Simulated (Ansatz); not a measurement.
# SrBr3: from a guess to a relaxed structure

The task: take a trial cell of SrBr3 to zero force and stress.

Program: Ansatz 0.2.0. Level of theory: DFT PBE, scalar-relativistic, plane waves, PAW. These are calculated values, not measurements.

## Step 1: The system as given

It takes space group Fm-3m (No. 225, cubic). Conventional cell: a = 8.925 Å, b = 8.925 Å, c = 8.925 Å, α = 90.00°, β = 90.00°, γ = 90.00°. Around Sr (site symmetry m-3m) lie 8 Br at 3.86 Å. Br (site symmetry -43m) is surrounded by 4 Sr at 3.86 Å and 4 Br at 3.86 Å. Br (site symmetry m-3m) has 8 Br at 3.86 Å as nearest neighbours.

Structure file:

```
CELL_PARAMETERS angstrom
0.00000 4.46241 4.46241
4.46241 0.00000 4.46241
4.46241 4.46241 0.00000
ATOMIC_POSITIONS crystal
Sr 0.00000 0.00000 0.00000
Br 0.25000 0.25000 0.25000
Br 0.75000 0.75000 0.75000
Br 0.50000 0.50000 0.50000
```

The cell is invented: species swapped into a database cell of CaEu3 (Fm-3m, No. 225), with Sr on the Ca sites and Br on the Eu sites. Lengths come from tabulated atomic sizes and are only a guess.

## Step 2: The guess as it stands, on a coarse mesh

The input, input.yaml:

```yaml
crystal:
  lattice:
    - [0.0, 4.46240832, 4.46240832]
    - [4.46240832, 0.0, 4.46240832]
    - [4.46240832, 4.46240832, 0.0]
  atoms:
    - { symbol: Sr, position: [0.0, 0.0, 0.0] }
    - { symbol: Br, position: [0.25, 0.25, 0.25] }
    - { symbol: Br, position: [0.75, 0.75, 0.75] }
    - { symbol: Br, position: [0.5, 0.5, 0.5] }
basis:
  ecutwfc: 420
kpoints:
  mp_grid: { grid: [4, 4, 4] }
hamiltonian:
  xc: pbe
scf:
  occupations: { method: gaussian, width: 0.1 }
  lower_state_search: "off"
output:
  forces: true
  stress: true
  eigenvalues: true
```

Started as:

```console
> ansatz run input.yaml --threads 1 --pin off --max-ram 2048MiB --backend cpu --events-out ev --progress --plain --runs-dir out
```

Further runs follow: a loose first relaxation; relaxation on the finer mesh.

**Question.** What will these runs give? Wanted: conventional cell; volume; energy over the elements; gap on the mesh.

As calculated:

| quantity | value |
| --- | --- |
| symmetry at the end (tolerance 0.05 Å) | space group Fm-3m (No. 225) |
| conventional cell | a = 7.828 Å, b = 7.828 Å, c = 7.828 Å, α = 90.00°, β = 90.00°, γ = 90.00° |
| volume | 29.98 Å³/atom |
| energy over the elements | -1.24 eV/atom |
| gap on the mesh | none (metal) |

What this shows: The space group Fm-3m (No. 225) is kept, and the volume per atom shrinks by 32.5 % from the first guess. A negative formation energy is needed for stability but isn't enough; other structures and compounds were not set against it here. No finished test with a distortion of lower symmetry is shown, so the end may be a saddle point. Spin polarisation is off in the runs that give these values; a magnetic solution could lie lower.
